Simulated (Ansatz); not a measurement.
# MgPd5: the cost of one run

Computed with Ansatz 0.2.0, driven from Python. Level of theory: DFT PBEsol+D4, plane waves, PAW.

### 1 Starting point

It takes space group P-62m (No. 189, hexagonal). The conventional cell has a = 4.827 Å, b = 4.827 Å, c = 4.511 Å, α = 90.00°, β = 90.00°, γ = 120.00°. Around Mg (site symmetry -62m) lie 12 Pd at 2.78 to 2.79 Å. Around Pd (site symmetry m2m) lie 10 Pd at 2.77 to 2.80 Å and 2 Mg at 2.78 Å. Pd (site symmetry -6) is surrounded by 9 Pd at 2.77 to 2.79 Å and 3 Mg at 2.79 Å.

The script holds or builds the structure itself.

### 2 The code

File mgpd5.py:

```python
"""Convergence of MgPd5 with the k-point mesh."""

import warnings

import ansatz as az
import pandas as pd

FILLING = "fermi_dirac"
CUTOFF_EV = 450
FUNCTIONAL = "pbesol"
VDW = "d4"

warnings.simplefilter("ignore", az.DeckWarning)

lattice = az.Lattice.of(
    (4.826717, 0.0, 0.0),
    (-2.413358, 4.180059, 0.0),
    (0.0, 0.0, 4.510702),
)
sites = [
    ("Mg", (0.0, 0.0, 0.5)),
    ("Pd", (0.664785, 0.664785, 0.0)),
    ("Pd", (1 / 3, 2 / 3, 0.5)),
    ("Pd", (0.0, 0.335215, 0.0)),
    ("Pd", (0.335215, 0.0, 0.0)),
    ("Pd", (2 / 3, 1 / 3, 0.5)),
]
cell = az.Crystal(lattice=lattice)
for symbol, position in sites:
    cell = cell.atom(symbol, position)

calculation = (
    cell.calculation()
    .occupations(FILLING)
    .basis(CUTOFF_EV)
    .functional(FUNCTIONAL, dispersion=VDW)
    .forces()
    .stress()
)

rows = []
for value in [(2, 2, 2), (3, 3, 2), (4, 4, 3), (4, 4, 4), (6, 6, 5), (7, 7, 6)]:
    report = calculation.kpoints(*value).run(threads=1).report
    rows.append((value, report["free_energy_ev"] / len(report["lattice"]["sites"]), report["n_iterations"], sum(report["stress_gpa"][i][i] for i in range(3)) / 3, max(abs(f) for row in report["forces_ev_ang"] for f in row), report["n_kpoints"]))

table = pd.DataFrame(rows, columns=["mesh", "F/atom (eV)", "iterations", "P (GPa)", "max component (eV/A)", "k-points"])
print(table.round(5).to_string(index=False))

# the last row is the reference
for row in rows[:-1]:
    shift = 1000 * (row[1] - rows[-1][1])
    print(f"{row[0]}: {shift:+.2f} meV/atom" + ("  (within 5 meV)" if abs(shift) < 5 else ""))
```

### 3 What the engine is handed

The package turns the script's settings into the engine's input (first run):

```yaml
crystal:
  lattice:
    - [4.826717, 0.0, 0.0]
    - [-2.413358, 4.180059, 0.0]
    - [0.0, 0.0, 4.510702]
  atoms:
    - { symbol: Mg, position: [0.0, 0.0, 0.5] }
    - { symbol: Pd, position: [0.664785, 0.664785, 0.0] }
    - { symbol: Pd, position: [0.3333333333333333, 0.6666666666666666, 0.5] }
    - { symbol: Pd, position: [0.0, 0.335215, 0.0] }
    - { symbol: Pd, position: [0.335215, 0.0, 0.0] }
    - { symbol: Pd, position: [0.6666666666666666, 0.3333333333333333, 0.5] }
basis:
  ecutwfc: 450.0
kpoints:
  mp_grid:
    grid: [2, 2, 2]
hamiltonian:
  xc: pbesol
  dispersion: d4
scf:
  occupations:
    method: fermi_dirac
output:
  forces: true
  stress: true
```

### 4 Running it

Run with:

```sh
$ python mgpd5.py
```

Q: Estimate wall time and peak memory on 1 thread of Intel Xeon 6975P-C (Granite Rapids), shared host.

About 19 s, with a peak of 0.54 GiB.
